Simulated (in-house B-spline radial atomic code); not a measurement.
# Br²⁵⁺: ionisation energy by several methods

Aim: the ionisation energy of Br²⁵⁺ by several methods, each as the difference of two self-consistent energies (Br²⁵⁺ and the next ion, [He] 2s2 2p5).

The numbers are computed with in-house B-spline radial atomic code version 1 (non-relativistic, several functionals, spin-polarised; spherical all-electron atom at the radial basis limit), except any that are marked as measured or tabulated.

**1. What is computed**

| Property | Result |
| --- | --- |
| element | bromine (Z = 35) |
| charge | +25 |
| electrons | 10 |
| configuration | [He] 2s2 2p6 |
| nucleus | point |

Outer shells as boxes (Hund's rule):

[He] 2s2 2p6
```
[He] core
2s [↑↓]
2p [↑↓][↑↓][↑↓]
```

Where spins are not typed, each open shell is filled with up spins first.

**2. Hartree-Fock**

Settings, as recorded:

```ini
Z = 35
electrons = 10.0
configuration = [He] 2s2 2p6
hamiltonian = nr
method = hf
spin_polarised = True
```

**3. r2SCAN**

Settings, as recorded:

```ini
Z = 35
electrons = 10.0
configuration = [He] 2s2 2p6
hamiltonian = nr
method = r2scan
spin_polarised = True
```

**4. TPSS**

Settings, as recorded:

```ini
Z = 35
electrons = 10.0
configuration = [He] 2s2 2p6
hamiltonian = nr
method = tpss,tpss
spin_polarised = True
```

**5. LDA (VWN5)**

Settings, as recorded:

```ini
Z = 35
electrons = 10.0
configuration = [He] 2s2 2p6
hamiltonian = nr
method = lda,vwn
spin_polarised = True
```

**6. PBEsol**

Settings, as recorded:

```ini
Z = 35
electrons = 10.0
configuration = [He] 2s2 2p6
hamiltonian = nr
method = pbesol
spin_polarised = True
```

Q: The tabulated ionisation energy is 2731.4 ± 1.5 eV (semi-empirical; NIST Atomic Spectra Database). What does each method give, and which comes nearest?

**Answer**, as computed:

| method | rung | total energy (hartree) | ΔSCF (eV) | −ε highest (eV) | ΔSCF less tabulated (eV) |
| --- | --- | --- | --- | --- | --- |
| LDA (VWN5) | LDA | -2155.2717 | 2726.17 | 2659.08 (2p up) | -5.23 |
| PBEsol | GGA | -2157.0622 | 2726.63 | 2659.61 (2p up) | -4.77 |
| r2SCAN | meta-GGA | -2159.0791 | 2734.29 | 2668.94 (2p up) | +2.89 |
| TPSS | meta-GGA | -2159.0320 | 2729.09 | 2662.27 (2p up) | -2.31 |
| Hartree-Fock | Hartree-Fock | -2158.6727 | 2727.38 | 2730.43 (2p up) | -4.02 |

What this shows: The tabulated ionisation energy is 2731.4 ± 1.5 eV (semi-empirical; NIST Atomic Spectra Database). TPSS comes nearest (-2.31 eV) and LDA (VWN5) is farthest (-5.23 eV, 0.19 %). Mean absolute error by rung (exchange-only levels left out): LDA 5.23 eV, GGA 4.77 eV, meta-GGA 2.60 eV, Hartree-Fock 4.02 eV. These runs lack relativity altogether, which can outweigh the gaps between the methods, so the nearest may be so by luck. These runs leave out relativity, which matters at this nuclear charge. Open shells are averaged (over orientations, and over spins where the run is restricted), while tables refer to the lowest levels.

Members of this set that are not shown: 2 used exact exchange with fractional occupations of an open shell, which is unsound here.
